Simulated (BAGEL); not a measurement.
# RI-MP2/6-31G(d) (density fitting with qzvpp-jkfit, spherical functions) run of GaHSCl2 (SMILES [SH][Ga]([Cl])[Cl])

What is the energy change on altering one bond length of GaHSCl2 at RI-MP2/6-31G* (density fitting with qzvpp-jkfit, spherical functions)? 

The results are computed with BAGEL 1.2.2.

17 further runs of the same task are left out: 1 that didn't finish, 16 set aside as unsound or not needed.

## 1. The structure to begin with

GaHSCl2 has 5 atoms, charge 0, and is taken as a singlet. As SMILES, `[SH][Ga]([Cl])[Cl]`. The coordinates come from a PBE0-D4/def2-TZVP relaxation.

Bond lengths: S1–Ga2 2.175 Å, Ga2–Cl3 2.121 Å, Ga2–Cl4 2.126 Å, S1–H5 1.345 Å. Angles: S1–Ga2–Cl3 120.2°, S1–Ga2–Cl4 121.4°, Cl3–Ga2–Cl4 118.4°, Ga2–S1–H5 92.3°.

## 2. A single-point energy at RI-MP2/6-31G(d) (density fitting with qzvpp-jkfit, spherical functions)

input.json reads:

```json
{ "bagel" : [

{
  "title" : "molecule",
  "basis" : "6-31gs.json",
  "df_basis" : "qzvpp-jkfit",
  "angstrom" : true,
  "geometry" : [
    { "atom" : "S", "xyz" : [       0.072700,       1.687100,       0.391900 ] },
    { "atom" : "Ga", "xyz" : [       0.276600,      -0.453100,       0.065500 ] },
    { "atom" : "Cl", "xyz" : [       1.930400,      -1.504800,       0.876600 ] },
    { "atom" : "Cl", "xyz" : [      -1.158100,      -1.543300,      -1.063000 ] },
    { "atom" : "H", "xyz" : [      -1.071600,       1.740400,      -0.312400 ] }
  ]
},

{
  "title" : "hf"
},

{
  "title" : "mp2",
  "ncore" : 24
}

]}
```

The basis set 6-31G* is read from a file made from the Basis Set Exchange's data (not shown).

Started as:

```sh
$ BAGEL_NUM_THREADS=1 BAGEL input.json > input.out
```

Log:

```text
* using 1 threads per process

  ===============================================================
  ===============================================================

  *** Geometry ***

  { "atom" : "S", "xyz" : [      0.137383,      3.188157,      0.740584 ] },
  { "atom" : "Ga", "xyz" : [      0.522698,     -0.856235,      0.123777 ] },
  { "atom" : "Cl", "xyz" : [      3.647927,     -2.843660,      1.656534 ] },
  { "atom" : "Cl", "xyz" : [     -2.188492,     -2.916414,     -2.008779 ] },
  { "atom" : "H", "xyz" : [     -2.025031,      3.288879,     -0.590350 ] },

  Number of auxiliary basis functions:      668

  Since a DF basis is specified, we compute 2- and 3-index integrals:
    o Being stored without compression. Storage requirement is 0.041 GB

  Number of basis functions:       88
  Number of electrons      :       82

    * METHOD: MOLECULE                             0.43

  *** RHF ***

  === Nuclear Repulsion ===
   519.5328036978

      * DIIS with orbital gradients will be used.

  === RHF iteration (6-31gs.json) ===
      0      -3240.07269284          0.01025321           0.15
      1      -3240.15382238          0.00630149           0.15
      2      -3240.17811875          0.00103130           0.15
      3      -3240.17907922          0.00036909           0.15
      4      -3240.17923685          0.00005346           0.14
      5      -3240.17924281          0.00001614           0.15
      6      -3240.17924345          0.00000580           0.14
      7      -3240.17924356          0.00000143           0.13
      8      -3240.17924357          0.00000044           0.16
      9      -3240.17924357          0.00000017           0.20
     10      -3240.17924357          0.00000005           0.16
     11      -3240.17924357          0.00000002           0.15
     12      -3240.17924357          0.00000001           0.15
    * SCF iteration converged.

    * Permanent dipole moment:
           (    0.369472,    -0.467459,     0.131821) a.u.

    * METHOD: HF                                   2.27

  *** RHF ***

  === Nuclear Repulsion ===
   519.5328036978

      * DIIS with orbital gradients will be used.

  === RHF iteration (6-31gs.json) ===
      0      -3240.17924357          0.00000000           0.16
    * SCF iteration converged.

    * Permanent dipole moment:
           (    0.369472,    -0.467459,     0.131821) a.u.

  === DF-MP2 calculation ===

    * freezing 24 orbitals
    * 3-index integral transformation done
    * assembly done

      MP2 correlation energy:   -0.6067754501      0.05

      MP2 total energy:       -3240.7860190170

    * METHOD: MP2                                  0.38

  ===============================================================
```

Run time: 3.6 s. Hardware: 1 thread of Intel Xeon 6975P-C (Granite Rapids), shared host; peak memory 0.19 GiB.

## 3. The distorted shape at the same level

calc.json reads:

```json
{ "bagel" : [

{
  "title" : "molecule",
  "basis" : "6-31gs.json",
  "df_basis" : "qzvpp-jkfit",
  "angstrom" : true,
  "geometry" : [
    { "atom" : "S", "xyz" : [       0.416032,       1.671108,       0.603216 ] },
    { "atom" : "Ga", "xyz" : [       0.619932,      -0.469092,       0.276816 ] },
    { "atom" : "Cl", "xyz" : [       2.273732,      -1.520792,       1.087916 ] },
    { "atom" : "Cl", "xyz" : [      -0.814768,      -1.559292,      -0.851684 ] },
    { "atom" : "H", "xyz" : [      -1.071600,       1.740400,      -0.312400 ] }
  ]
},

{ "title" : "hf" },

{ "title" : "mp2", "ncore" : 24 }

]}
```

The basis set 6-31G* is read from a file made from the Basis Set Exchange's data (not shown).

Started as:

```sh
$ BAGEL_NUM_THREADS=1 BAGEL calc.json > calc.out
```

Log:

```text
* using 1 threads per process

  ===============================================================
  ===============================================================

  *** Geometry ***

  { "atom" : "S", "xyz" : [      0.786187,      3.157936,      1.139913 ] },
  { "atom" : "Ga", "xyz" : [      1.171502,     -0.886455,      0.523106 ] },
  { "atom" : "Cl", "xyz" : [      4.296731,     -2.873880,      2.055863 ] },
  { "atom" : "Cl", "xyz" : [     -1.539688,     -2.946635,     -1.609450 ] },
  { "atom" : "H", "xyz" : [     -2.025031,      3.288879,     -0.590350 ] },

  Number of auxiliary basis functions:      668

  Since a DF basis is specified, we compute 2- and 3-index integrals:
    o Being stored without compression. Storage requirement is 0.041 GB

  Number of basis functions:       88
  Number of electrons      :       82

    * METHOD: MOLECULE                             0.40

  *** RHF ***

  === Nuclear Repulsion ===
   517.4354701236

      * DIIS with orbital gradients will be used.

  === RHF iteration (6-31gs.json) ===
      0      -3240.02362831          0.01008547           0.16
      1      -3240.10448547          0.00616133           0.15
      2      -3240.12839681          0.00102383           0.15
      3      -3240.12942076          0.00036240           0.14
      4      -3240.12960415          0.00005638           0.14
      5      -3240.12961191          0.00001928           0.14
      6      -3240.12961292          0.00000705           0.16
      7      -3240.12961307          0.00000144           0.15
      8      -3240.12961308          0.00000046           0.16
      9      -3240.12961308          0.00000019           0.17
     10      -3240.12961308          0.00000005           0.17
     11      -3240.12961308          0.00000002           0.15
     12      -3240.12961308          0.00000001           0.16
    * SCF iteration converged.

    * Permanent dipole moment:
           (    0.337300,    -0.448113,     0.115805) a.u.

    * METHOD: HF                                   2.29

  *** RHF ***

  === Nuclear Repulsion ===
   517.4354701236

      * DIIS with orbital gradients will be used.

  === RHF iteration (6-31gs.json) ===
      0      -3240.12961308          0.00000000           0.14
    * SCF iteration converged.

    * Permanent dipole moment:
           (    0.337300,    -0.448113,     0.115805) a.u.

  === DF-MP2 calculation ===

    * freezing 24 orbitals
    * 3-index integral transformation done
    * assembly done

      MP2 correlation energy:   -0.6141183026      0.05

      MP2 total energy:       -3240.7437313834

    * METHOD: MP2                                  0.34

  ===============================================================
```

Wall time 3.6 s (1 thread of Intel Xeon 6975P-C (Granite Rapids), shared host); peak memory 0.19 GiB.

## 4. Summary of results

At RI-MP2/6-31G* (density fitting with qzvpp-jkfit, spherical functions), 24 core orbitals frozen:

```
                                                         quantity           value
                                        first shape: total energy  -3240.78602 Eh
        first shape: correlation energy (24 core orbitals frozen)      -606.8 mEh
                                    distorted shape: total energy  -3240.74373 Eh
    distorted shape: correlation energy (24 core orbitals frozen)      -614.1 mEh
energy change with the S1–H5 bond stretched from 1.345 to 1.748 Å        1.151 eV
```

In words: With the S1–H5 bond stretched from 1.345 to 1.748 Å the energy rises by 1.15 eV (111 kJ/mol). The first shape isn't relaxed at this level, so the change isn't measured from a minimum.
